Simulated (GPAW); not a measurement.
# AgRh in GPAW: the effect of target pressure

AgRh:

```xyz
2
Lattice="2.7776 0.0000 0.0000 -1.3888 2.4055 0.0000 0.0000 0.0000 4.8086" Properties=species:S:1:pos:R:3 pbc="T T T"
Ag    0.0000    0.0000    2.4043
Rh    1.3888    0.8018    0.0000
```

The cell comes from a database or a generator and needn't be the stable form of this composition.

Alike in all runs:

```yaml
Program: GPAW 26.7.0
Task: relaxation of cell and atoms
Functional: PBEsol
Potentials_or_basis: PAW data sets generated in the run's folder for this functional
Cutoff: 600 eV
Basis: pw
k_mesh: 8 × 8 × 4
Occupations: fermi-dirac, width 0.05 eV
Spin: no spin polarisation
```

Each run relaxes the cell or the atoms first.

```csv
target pressure,target pressure,relaxed volume (Å³/atom)
0 GPa,-,?
2 GPa,2 GPa,14.95
5 GPa,5 GPa,14.73
10 GPa,10 GPa,14.40
20 GPa,20 GPa,13.86
30 GPa,30 GPa,13.42
```

What does the run with target pressure 0 GPa give?

Relaxed volume 15.11 Å³/atom.

Worked out: In Murnaghan's law V^(-B') rises as a straight line in P. The other rows fit best with B' = 5.1, V0 = 15.11 Å³/atom and B0 = 184 GPa, which gives 15.11 Å³/atom at 0 GPa, against the run's 15.11.

Caveats: later steps reuse the first step's grids; the volume moved by over 15 % at a fixed basis, so the end points are rough (some runs).
